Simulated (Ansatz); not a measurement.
**CH₇GeNS: one species, many methods**

An exercise on one series of results from a longer session: the logs are not shown, and one member is left open.

The runs use Ansatz 0.2.0, Gaussian basis; functionals in def2-TZVPP, the program's frozen cores in correlated methods.

Plan: PBE-D4, r2SCAN-D4, PBE0-D4, B3LYP-D4, ωB97X-V, ωB97M-V, B2PLYP; CCSD(T)/def2-TZVPP; MP2/def2-QZVPP; extrapolation to the limit.

## Structure used throughout

The geometry comes from an earlier relaxation with PBE0-D4 in a triple-zeta def2 set; it is a stationary point, not always the lowest conformer.

11 atoms, charge 0, spin multiplicity 1.

Atoms are counted from 1 here; the program's logs count them from 0.

Bond lengths: C1–Ge2 1.942 Å, C1–H5 1.090 Å, C1–H6 1.092 Å, C1–H7 1.090 Å, Ge2–N3 1.834 Å, Ge2–S4 2.230 Å, Ge2–H8 1.549 Å, N3–H9 1.011 Å, N3–H10 1.010 Å, S4–H11 1.342 Å. Angles: Ge2–C1–H5 109.3°, Ge2–C1–H6 110.5°, Ge2–C1–H7 110.2°, H5–C1–H6 109.1°, H5–C1–H7 109.0°, H6–C1–H7 108.7°, C1–Ge2–N3 107.2°, C1–Ge2–S4 112.6°, C1–Ge2–H8 111.4°, N3–Ge2–S4 103.2°, N3–Ge2–H8 115.7°, S4–Ge2–H8 106.5°, Ge2–N3–H9 115.0°, Ge2–N3–H10 114.8°, H9–N3–H10 109.3°, Ge2–S4–H11 93.9°.

The first run:

Contents of in.yaml:

```yaml
crystal:
  periodic: [false, false, false]
  atoms:
    - {symbol: C, position_ang: [-1.007133, 1.186011, -0.249603]}
    - {symbol: Ge, position_ang: [-0.002070, -0.422308, 0.169715]}
    - {symbol: N, position_ang: [1.702296, 0.100785, 0.600170]}
    - {symbol: S, position_ang: [0.302342, -1.732353, -1.608464]}
    - {symbol: H, position_ang: [-0.492160, 1.737565, -1.036671]}
    - {symbol: H, position_ang: [-1.096282, 1.822684, 0.633246]}
    - {symbol: H, position_ang: [-2.007629, 0.924733, -0.595192]}
    - {symbol: H, position_ang: [-0.729832, -1.284245, 1.231540]}
    - {symbol: H, position_ang: [1.762071, 0.835154, 1.291825]}
    - {symbol: H, position_ang: [2.323700, -0.652355, 0.859364]}
    - {symbol: H, position_ang: [-0.690001, -2.572572, -1.275230]}
basis:
  gaussian: {orbitals: def2-TZVPP}
hamiltonian: {xc: pbe, dispersion: d4}
output: {forces: true, orbitals: {seedname: orbitals}}
```

Run with:

```console
$ ansatz run in.yaml --threads 4 --pin off --events-out ev --progress --plain --max-ram 10444MiB
```

Among the steps run: PBE-D4 (GGA); r2SCAN-D4 (meta-GGA); PBE0-D4 (hybrid); B3LYP-D4 (hybrid); ωB97X-V (range-separated); ωB97M-V (range-separated); B2PLYP (double hybrid); CCSD(T) in def2-TZVPP; MP2 in def2-QZVPP.

One of the session's tables, all rows but one given; the rest of the session is left out.

```
            method  atomisation energy (kJ/mol)
            PBE-D4                       3658.0
         r2SCAN-D4                       3617.6
           PBE0-D4                       3609.2
          B3LYP-D4                       3613.4
           ωB97X-V                       3642.4
           ωB97M-V                       3626.7
            B2PLYP                       3573.0
     HF/def2-TZVPP                            ?
    MP2/def2-TZVPP                       3555.6
   CCSD/def2-TZVPP                       3488.8
CCSD(T)/def2-TZVPP                       3540.1
           MP2/CBS                       3647.5
       CCSD(T)/CBS                       3631.9
```

Q: Estimate the row for HF/def2-TZVPP from the others.

**Answer.** atomisation energy (kJ/mol): 2570.0. In the column «atomisation energy (kJ/mol)» it is the lowest.

Limits of these values: Free atoms (1 C, 1 Ge, 1 N, 1 S, 7 H) were run apart at each level; the atomisation energy is their sum less the molecule, without zero-point or spin-orbit terms.
